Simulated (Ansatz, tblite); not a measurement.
**In4P4 zinc blende hole disc (In₄P₄H₁₆): one state, many levels**

The task here is to estimate one member of a computed series from the others.

Program: Ansatz 0.2.0, Gaussian basis. Level of theory: as each input shows. These are calculated values, not measurements.

Levels to be run: GFN1-xTB, GFN2-xTB, PBE-D4/def2-TZVP, r2SCAN-D4/def2-TZVP, B97M-V/def2-TZVP, BHLYP-D4/def2-TZVP, PBE-D4/def2-SVP, PBE0-D4/def2-SVP, MP2/def2-SVP.

5 further runs of the same task are left out: 3 that didn't finish, 2 set aside as unsound or not needed. Runs told in other sessions of the task aren't counted.

### The relaxed structure

The singlet was relaxed beforehand with PBE-D4/def2-SVP.

24 atoms, charge 0, spin multiplicity 1.

Bond lengths: In1–P5 2.651 Å, In1–P7 2.651 Å, In1–H9 1.739 Å, In1–H10 1.731 Å, In2–P6 2.651 Å, In2–P8 2.651 Å, In2–H11 1.739 Å, In2–H12 1.731 Å, In3–P5 2.651 Å, In3–P6 2.651 Å, In3–H13 1.739 Å, In3–H14 1.731 Å, In4–P7 2.651 Å, In4–P8 2.651 Å, In4–H15 1.731 Å, In4–H16 1.739 Å, P5–H17 1.433 Å, P5–H18 1.433 Å and more. Angles: P5–In1–P7 96.9°, P5–In1–H9 105.7°, P5–In1–H10 106.7°, P7–In1–H9 105.7°, P7–In1–H10 106.6°, H9–In1–H10 130.2°, P6–In2–P8 96.8°, P6–In2–H11 105.7°, P6–In2–H12 106.7°, P8–In2–H11 105.8°, P8–In2–H12 106.6°, H11–In2–H12 130.3°, P5–In3–P6 96.8°, P5–In3–H13 105.7°, P5–In3–H14 106.7°, P6–In3–H13 105.7°, P6–In3–H14 106.7°, H13–In3–H14 130.2° and more.

In takes a core potential in the def2 sets. No spin-orbit coupling is included.

PBE0-D4/def2-TZVP was run before; its log isn't repeated, and its numbers join the tables.

The first run:

Tight binding, by tblite at 300 K electronic temperature and without a spin-polarisation term:

```python
tblite.interface.Calculator('GFN1-xTB', numbers, positions, charge=0, uhf=0).singlepoint()
```

Tight binding, by tblite at 300 K electronic temperature and without a spin-polarisation term:

```python
tblite.interface.Calculator('GFN2-xTB', numbers, positions, charge=0, uhf=0).singlepoint()
```

start.molden holds the orbitals of an earlier run on this state, given as this run's starting guess.

The input, in.yaml:

```yaml
crystal:
  periodic: [false, false, false]
  atoms:
    - {symbol: In, position_ang: [-1.809961, 1.802369, -1.665080]}
    - {symbol: In, position_ang: [1.809475, -1.799933, -1.661691]}
    - {symbol: In, position_ang: [-1.803208, -1.809756, 1.664181]}
    - {symbol: In, position_ang: [1.795112, 1.805708, 1.668180]}
    - {symbol: P, position_ang: [-2.803574, -0.010331, -0.005714]}
    - {symbol: P, position_ang: [0.011462, -2.803982, 0.007300]}
    - {symbol: P, position_ang: [-0.005613, 2.804158, -0.001292]}
    - {symbol: P, position_ang: [2.804503, 0.010978, -0.001103]}
    - {symbol: H, position_ang: [-3.038244, 3.023703, -1.819904]}
    - {symbol: H, position_ang: [-0.935167, 0.935585, -2.881702]}
    - {symbol: H, position_ang: [3.038389, -3.019945, -1.821405]}
    - {symbol: H, position_ang: [0.931079, -0.931330, -2.874353]}
    - {symbol: H, position_ang: [-3.023974, -3.038810, 1.817100]}
    - {symbol: H, position_ang: [-0.939727, -0.933705, 2.882129]}
    - {symbol: H, position_ang: [0.921435, 0.926769, 2.876734]}
    - {symbol: H, position_ang: [3.015365, 3.033538, 1.834354]}
    - {symbol: H, position_ang: [-3.753236, -0.730289, -0.801221]}
    - {symbol: H, position_ang: [-3.771349, 0.696538, 0.779570]}
    - {symbol: H, position_ang: [-0.694544, -3.771882, -0.778672]}
    - {symbol: H, position_ang: [0.731722, -3.753395, 0.802763]}
    - {symbol: H, position_ang: [0.711686, 3.758208, -0.793959]}
    - {symbol: H, position_ang: [-0.717813, 3.767497, 0.784641]}
    - {symbol: H, position_ang: [3.753456, 0.733591, -0.795040]}
    - {symbol: H, position_ang: [3.772736, -0.695275, 0.784196]}
basis:
  gaussian: {orbitals: def2-TZVP, initial_orbitals: start.molden}
hamiltonian: {xc: pbe, dispersion: d4}
scf: {omitted_lower_state_checks: [starts]}
output: {orbitals: {seedname: orbitals}}
```

Launch:

```console
ansatz run in.yaml --threads 4 --pin off --events-out ev --progress --plain --max-ram 6963MiB
```

Among the steps run: PBE-D4/def2-TZVP; r2SCAN-D4/def2-TZVP; B97M-V/def2-TZVP; BHLYP-D4/def2-TZVP; PBE-D4/def2-SVP; PBE0-D4/def2-SVP; MP2/def2-SVP.

One table of the session follows, with a row left open; its other results are not shown here.

It belongs to the step «Binding energy». 

| level | binding an atom (eV) |
| --- | --- |
| HF/def2-SVP | ? |
| PBE-D4/def2-SVP | 2.400 |
| PBE-D4/def2-TZVP | 2.416 |
| r2SCAN-D4/def2-TZVP | 2.437 |
| B97M-V/def2-TZVP | 2.491 |
| PBE0-D4/def2-SVP | 2.395 |
| PBE0-D4/def2-TZVP | 2.413 |
| BHLYP-D4/def2-TZVP | 2.420 |
| MP2/def2-SVP | 2.186 |

Q: Estimate the row for HF/def2-SVP from the others.

The run gave: binding an atom (eV): 1.666. In the column «binding an atom (eV)» it is the lowest.

To keep in mind: Free atoms were run apart at each level; binding is atoms less cluster, divided by the number of atoms, without zero-point or spin-orbit terms.
